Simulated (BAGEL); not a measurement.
# B3LYP/cc-pVDZ (density fitting with qzvpp-jkfit) run of CH4GaNO (SMILES [H]/N=[C](/O)[GaH2])

What is the energy change on altering one bond length of CH4GaNO at B3LYP/cc-pVDZ (density fitting with qzvpp-jkfit)? 

Program for the calculation: BAGEL 1.2.2.

6 further runs of the same task are left out: 5 that didn't finish, 1 set aside as unsound or not needed. Runs told in other sessions of the task aren't counted.

## Step 1: The structure to begin with

CH4GaNO: 8 atoms, total charge 0, spin state singlet. SMILES: `[H]/N=[C](/O)[GaH2]`. The shape comes from GFN2-xTB, which is rough for such elements, and wasn't checked as a minimum. This is one conformer, not always the lowest.

Bond lengths: N1–C2 1.258 Å, C2–O3 1.352 Å, C2–Ga4 2.040 Å, N1–H5 1.016 Å, O3–H6 0.973 Å, Ga4–H7 1.606 Å, Ga4–H8 1.575 Å. Angles: N1–C2–O3 119.4°, N1–C2–Ga4 147.6°, O3–C2–Ga4 93.1°, C2–N1–H5 115.6°, C2–O3–H6 111.3°, C2–Ga4–H7 125.4°, C2–Ga4–H8 114.1°, H7–Ga4–H8 120.4°.

## Step 2: A single-point energy at B3LYP/cc-pVDZ (density fitting with qzvpp-jkfit)

File input.json:

```json
{ "bagel": [

{
  "title": "molecule",
  "basis": "cc-pvdz.json",
  "df_basis": "qzvpp-jkfit",
  "angstrom": true,
  "geometry": [
    { "atom": "N", "xyz": [    0.267210,    1.698430,   -0.571890 ] },
    { "atom": "C", "xyz": [    0.149730,    0.564910,   -0.039070 ] },
    { "atom": "O", "xyz": [    0.617220,    0.369800,    1.214860 ] },
    { "atom": "Ga", "xyz": [   -0.497370,   -1.361220,   -0.215180 ] },
    { "atom": "H", "xyz": [   -0.102920,    1.781740,   -1.514050 ] },
    { "atom": "H", "xyz": [    1.012080,    1.182710,    1.574450 ] },
    { "atom": "H", "xyz": [   -1.212300,   -1.988570,   -1.508820 ] },
    { "atom": "H", "xyz": [   -0.233640,   -2.247790,    1.059690 ] }
  ]
},
{
  "title": "ks",
  "xc_func": "b3lyp"
},
{
  "title": "print",
  "file": "orbitals.molden",
  "orbitals": true
}

]}
```

The basis set cc-pVDZ is read from a file made from the Basis Set Exchange's data (not shown).

Command:

```bash
$ BAGEL_NUM_THREADS=1 BAGEL input.json > input.out
```

Log:

```text
* using 1 threads per process

  ===============================================================
  ===============================================================

  *** Geometry ***

  { "atom" : "N", "xyz" : [      0.504954,      3.209568,     -1.080715 ] },
  { "atom" : "C", "xyz" : [      0.282949,      1.067525,     -0.073832 ] },
  { "atom" : "O", "xyz" : [      1.166377,      0.698821,      2.295753 ] },
  { "atom" : "Ga", "xyz" : [     -0.939893,     -2.572333,     -0.406631 ] },
  { "atom" : "H", "xyz" : [     -0.194491,      3.367001,     -2.861140 ] },
  { "atom" : "H", "xyz" : [      1.912554,      2.234998,      2.975279 ] },
  { "atom" : "H", "xyz" : [     -2.290915,     -3.757853,     -2.851257 ] },
  { "atom" : "H", "xyz" : [     -0.441516,     -4.247707,      2.002524 ] },

  Number of auxiliary basis functions:      567

  Since a DF basis is specified, we compute 2- and 3-index integrals:
    o Being stored without compression. Storage requirement is 0.036 GB

  Number of basis functions:       89
  Number of electrons      :       56

    * METHOD: MOLECULE                             0.37

  *** Kohn-Sham DFT ***

    * Removing 14073 points whose weight is below 1.00e-10
    * Grid points: 105175

  === Nuclear Repulsion ===
   237.9991770497

       - DIIS with orbital gradients will be used.

  === KS iteration (b3lyp / cc-pvdz.json) ===
      0      -2066.21483140          0.11177275           0.46
      1      -1937.58332158          0.26916302           0.44
      2      -2048.03922765          0.11165037           0.43
      3      -1984.21269887          0.17086331           0.44
      4      -2089.00541104          0.07298099           0.44
      5      -2094.81826777          0.02680135           0.44
      6      -2092.60252255          0.04295361           0.44
      7      -2094.94000369          0.02158850           0.44
      8      -2095.04737131          0.02101075           0.44
      9      -2095.30903630          0.00418328           0.44
     10      -2095.32185780          0.00086033           0.44
     11      -2095.32229825          0.00063593           0.44
     12      -2095.32254988          0.00014660           0.44
     13      -2095.32256248          0.00002587           0.44
     14      -2095.32256315          0.00000577           0.44
     15      -2095.32256317          0.00000181           0.44
     16      -2095.32256318          0.00000063           0.44
     17      -2095.32256318          0.00000077           0.44
     18      -2095.32256318          0.00000010           0.44
     19      -2095.32256318          0.00000003           0.44
     20      -2095.32256318          0.00000001           0.44
     21      -2095.32256318          0.00000000           0.44
    * SCF iteration converged.

    * Permanent dipole moment:
           (    0.070239,     0.073054,     0.108175) a.u.

    * METHOD: KS                                  10.31

    * METHOD: PRINT                                0.02

  ===============================================================
```

Wall time 11 s (1 thread of Arm Neoverse V1, shared host); peak memory 0.47 GiB.

## Step 3: The distorted shape, same level

File calc.json:

```json
{ "bagel" : [

{
  "title" : "molecule",
  "basis" : "cc-pvdz.json",
  "df_basis" : "qzvpp-jkfit",
  "angstrom" : "true",
  "geometry" : [
    { "atom" : "N", "xyz" : [    0.322719,    1.685936,   -0.430594 ] },
    { "atom" : "C", "xyz" : [    0.205239,    0.552416,    0.102226 ] },
    { "atom" : "O", "xyz" : [    0.672729,    0.357306,    1.356156 ] },
    { "atom" : "Ga", "xyz" : [   -0.441861,   -1.373714,   -0.073884 ] },
    { "atom" : "H", "xyz" : [   -0.102920,    1.781740,   -1.514050 ] },
    { "atom" : "H", "xyz" : [    1.067589,    1.170216,    1.715746 ] },
    { "atom" : "H", "xyz" : [   -1.156791,   -2.001064,   -1.367524 ] },
    { "atom" : "H", "xyz" : [   -0.178131,   -2.260284,    1.200986 ] }
  ]
},
{
  "title" : "ks",
  "xc_func" : "b3lyp",
  "charge" : 0
},
{
  "title" : "print",
  "file" : "orbitals.molden",
  "orbitals" : "true"
}

]}
```

The basis set cc-pVDZ is read from a file made from the Basis Set Exchange's data (not shown).

Command:

```bash
$ BAGEL_NUM_THREADS=1 BAGEL calc.json > calc.out
```

Log:

```text
* using 1 threads per process

  ===============================================================
  ===============================================================

  *** Geometry ***

  { "atom" : "N", "xyz" : [      0.609851,      3.185957,     -0.813705 ] },
  { "atom" : "C", "xyz" : [      0.387846,      1.043915,      0.193179 ] },
  { "atom" : "O", "xyz" : [      1.271274,      0.675210,      2.562763 ] },
  { "atom" : "Ga", "xyz" : [     -0.834996,     -2.595943,     -0.139621 ] },
  { "atom" : "H", "xyz" : [     -0.194491,      3.367001,     -2.861140 ] },
  { "atom" : "H", "xyz" : [      2.017451,      2.211388,      3.242290 ] },
  { "atom" : "H", "xyz" : [     -2.186018,     -3.781463,     -2.584246 ] },
  { "atom" : "H", "xyz" : [     -0.336619,     -4.271318,      2.269535 ] },

  Number of auxiliary basis functions:      567

  Since a DF basis is specified, we compute 2- and 3-index integrals:
    o Being stored without compression. Storage requirement is 0.036 GB

  Number of basis functions:       89
  Number of electrons      :       56

    * METHOD: MOLECULE                             0.37

  *** Kohn-Sham DFT ***

    * Removing 13913 points whose weight is below 1.00e-10
    * Grid points: 105335

  === Nuclear Repulsion ===
   237.2724645941

       - DIIS with orbital gradients will be used.

  === KS iteration (b3lyp / cc-pvdz.json) ===
      0      -2066.43605154          0.11070477           0.43
      1      -1954.22519331          0.23838385           0.42
      2      -2057.17334275          0.11158098           0.42
      3      -1991.12009016          0.16406782           0.42
      4      -2088.30232166          0.08286344           0.42
      5      -2091.91378899          0.04793301           0.42
      6      -2094.73411207          0.02973601           0.42
      7      -2095.23702820          0.00928980           0.42
      8      -2095.22685894          0.01201363           0.42
      9      -2095.30303146          0.00317191           0.42
     10      -2095.31027769          0.00047951           0.42
     11      -2095.31036303          0.00031758           0.42
     12      -2095.31043026          0.00011883           0.42
     13      -2095.31043987          0.00001391           0.42
     14      -2095.31044001          0.00000489           0.42
     15      -2095.31044003          0.00000182           0.42
     16      -2095.31044003          0.00000033           0.43
     17      -2095.31044003          0.00000023           0.42
     18      -2095.31044003          0.00000007           0.43
     19      -2095.31044003          0.00000002           0.43
     20      -2095.31044003          0.00000002           0.43
     21      -2095.31044003          0.00000000           0.43
    * SCF iteration converged.

    * Permanent dipole moment:
           (    0.070338,     0.083534,     0.100923) a.u.

    * METHOD: KS                                   9.94

    * METHOD: PRINT                                0.02

  ===============================================================
```

It took 11 s on 1 thread of Arm Neoverse V1, shared host; peak memory 0.48 GiB.

## Step 4: Outcome

Level: B3LYP/cc-pVDZ (density fitting with qzvpp-jkfit).

```
                                                         quantity           value
                                        first shape: total energy  -2095.32256 Eh
                                       first shape: dipole moment          0.38 D
                                         first shape: HOMO energy        -6.78 eV
                                         first shape: LUMO energy        -2.20 eV
                                       first shape: HOMO–LUMO gap         4.58 eV
                                    distorted shape: total energy  -2095.31044 Eh
                                   distorted shape: dipole moment          0.38 D
                                     distorted shape: HOMO energy        -6.76 eV
                                     distorted shape: LUMO energy        -2.19 eV
                                   distorted shape: HOMO–LUMO gap         4.56 eV
energy change with the N1–H5 bond stretched from 1.016 to 1.168 Å        0.330 eV
```

With the N1–H5 bond stretched from 1.016 to 1.168 Å the energy rises by 0.33 eV (31.8 kJ/mol). The first shape isn't relaxed at this level, so the change isn't measured from a minimum.
